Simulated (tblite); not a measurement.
# C2H11OPSi2: the cost of one run

Programs: tblite 0.8.0 and PySCF 2.14.0, with density-fitted response routines of our own. Each step states its level of theory. These are calculated values for one molecule in the gas phase, unless marked as measured. Atoms are numbered from 0 throughout.

**1. The molecule as given**

17 atoms, charge 0, multiplicity 1; geometry from: force field or distance geometry start.

Bonds of the start (Å): C0–O1 1.38, O1–C2 1.36, C2–Si3 1.89, C2–Si4 1.86, Si4–P5 2.20, C0–H6 1.12, C0–H7 1.11, C0–H8 1.10, C2–H9 1.11, Si3–H10 1.44, Si3–H11 1.46, Si3–H12 1.49, Si4–H13 1.48, Si4–H14 1.46, P5–H15 1.46, P5–H16 1.45.

**2. Optimising the geometry with GFN2-xTB**

Job settings and geometry (Å):

```
{"job": {"kind": "relax", "xc": "GFN2-xTB", "basis": "xTB"}, "charge": 0, "multiplicity": 1}
C     -1.696100    -1.577600     0.321100
O     -0.660100    -0.692500     0.530700
C     -0.490700     0.262700    -0.420400
Si    -0.626500     1.935300     0.447700
Si     1.248900     0.170000    -1.058400
P      2.361500    -1.189700     0.259500
H     -2.679100    -1.047200     0.268800
H     -1.761900    -2.229300     1.221200
H     -1.530700    -2.232400    -0.549400
H     -1.232200     0.223800    -1.249700
H     -1.104700     2.891100    -0.522300
H      0.731000     2.258400     0.885400
H     -1.530900     1.829200     1.624100
H      1.851700     1.521900    -0.966800
H      1.293500    -0.215200    -2.464300
H      3.794300    -1.055700     0.033100
H      2.025000    -0.840700     1.629800
```

Started as:

```sh
$ OMP_NUM_THREADS=1 python probes_run.py task.json out
```

The driver reads the jobs from task.json and runs them one after another.

**Question.** How long does this first job take on 1 thread of Arm Neoverse N1, shared host, and how much memory does it need?

About 2.1 s, with a peak of 0.18 GiB.
